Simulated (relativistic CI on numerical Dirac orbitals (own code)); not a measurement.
# Se¹²⁺: one ion under different settings

Aim: see what numerical and physical settings do to the SCF, the total energy and the lowest levels of Se¹²⁺.

Program: relativistic CI on numerical Dirac orbitals (own code) version 3. Level of theory: Dirac-Coulomb-Breit CI, KLI orbitals optimised for each configuration, model QED (radiative potential, 1s self-energy scaled to tabulated hydrogen-like ionisation energies), numerical settings as typed. These are calculated values, not measurements, unless marked.

### Step 1. What is computed

* ion: Se¹²⁺ (Se XIII)
* nuclear charge: 34
* electrons: 22
* isotope: A = 80

### Step 2. The usual input

The run's settings:

```ini
atom Se  Z=34  charge=12  electrons=22
nucleus A=80  rms_radius_fm=4.1400
hamiltonian dirac-coulomb  breit=on  qed=on  c_scale=1
orbitals kli  potential=per-configuration
slater_scale 1
correlation none
mixing on
grid step=0.0125 r_max=7.9
scf mixing=0.4 start=green max_iterations=150 tolerance=2e-08 node_fill=0.05
configurations
  [Ar] 3d4
  [Ne] 3s2 3p5 3d5
  [Ne] 3s 3p6 3d5
end
```

Command:

```bash
> python run_levels.py task.json out
```

task.json lists these runs, among others, and the program works through them in turn.

### Step 3. Breit term off, start potential thomas-fermi

The run's settings:

```ini
atom Se  Z=34  charge=12  electrons=22
nucleus A=80  rms_radius_fm=4.1400
hamiltonian dirac-coulomb  breit=off  qed=on  c_scale=1
orbitals kli  potential=per-configuration
slater_scale 1
correlation none
mixing on
grid step=0.0125 r_max=7.9
scf mixing=0.4 start=thomas-fermi max_iterations=150 tolerance=2e-08 node_fill=0.05
configurations
  [Ar] 3d4
  [Ne] 3s2 3p5 3d5
  [Ne] 3s 3p6 3d5
end
```

### Step 4. Grid step 0.03, node fill 0.5

The run's settings:

```ini
atom Se  Z=34  charge=12  electrons=22
nucleus A=80  rms_radius_fm=4.1400
hamiltonian dirac-coulomb  breit=on  qed=on  c_scale=1
orbitals kli  potential=per-configuration
slater_scale 1
correlation none
mixing on
grid step=0.03 r_max=7.9
scf mixing=0.4 start=green max_iterations=150 tolerance=2e-08 node_fill=0.5
configurations
  [Ar] 3d4
  [Ne] 3s2 3p5 3d5
  [Ne] 3s 3p6 3d5
end
```

### Step 5. Potential mixing 0.9

Settings: those of step 4 with these lines changed.

```diff
@@ -7,4 +7,4 @@
 mixing on
-grid step=0.03 r_max=7.9
-scf mixing=0.4 start=green max_iterations=150 tolerance=2e-08 node_fill=0.5
+grid step=0.0125 r_max=7.9
+scf mixing=0.9 start=green max_iterations=150 tolerance=2e-08 node_fill=0.05
 configurations
```

### Step 6. Slater scale 0.6

The run's settings:

```ini
atom Se  Z=34  charge=12  electrons=22
nucleus A=80  rms_radius_fm=4.1400
hamiltonian dirac-coulomb  breit=on  qed=on  c_scale=1
orbitals kli  potential=per-configuration
slater_scale 0.6
correlation none
mixing on
grid step=0.0125 r_max=7.9
scf mixing=0.4 start=green max_iterations=150 tolerance=2e-08 node_fill=0.05
configurations
  [Ar] 3d4
  [Ne] 3s2 3p5 3d5
  [Ne] 3s 3p6 3d5
end
```

(Steps that only read results are left out.)

Q: Predict the outcome of this session. Wanted: lowest level, usual settings; total energy; first excitation.

The runs gave:

| setting | total energy less usual (Ha) | largest shift of a level among the lowest eight of both runs, same label and place (cm⁻¹) | SCF iterations | time | lowest level | kind of change |
| --- | --- | --- | --- | --- | --- | --- |
| usual | 0 | 0 | 30 | 0.22 s | 3d4 5D0 | - |
| Breit term off, start potential thomas-fermi | -1.17 | 1160 | 30 | 0.2 s | 3d4 5D0 | model term |
| grid step 0.03, node fill 0.5 | 0.0145 | 455 | 30 | 0.15 s | 3d4 5D0 | numerical |
| potential mixing 0.9 | 0 | 0 | 24 | 0.21 s | 3d4 5D0 | numerical |
| Slater scale 0.6 | 0.137 | 20500 | 30 | 0.22 s | 3d4 5D0 | model term |

| quantity | value |
| --- | --- |
| lowest level, usual settings | 3d4 5D0 |
| total energy | -2364.4128 Ha |
| first excitation | 1375.8 cm⁻¹ |

**Reading.** Among the runs whose levels can be followed, they move most under «Slater scale 0.6» (model term), by up to 20500 cm⁻¹. No visible change in the result comes from «potential mixing 0.9». Only the listed configurations are in the model.
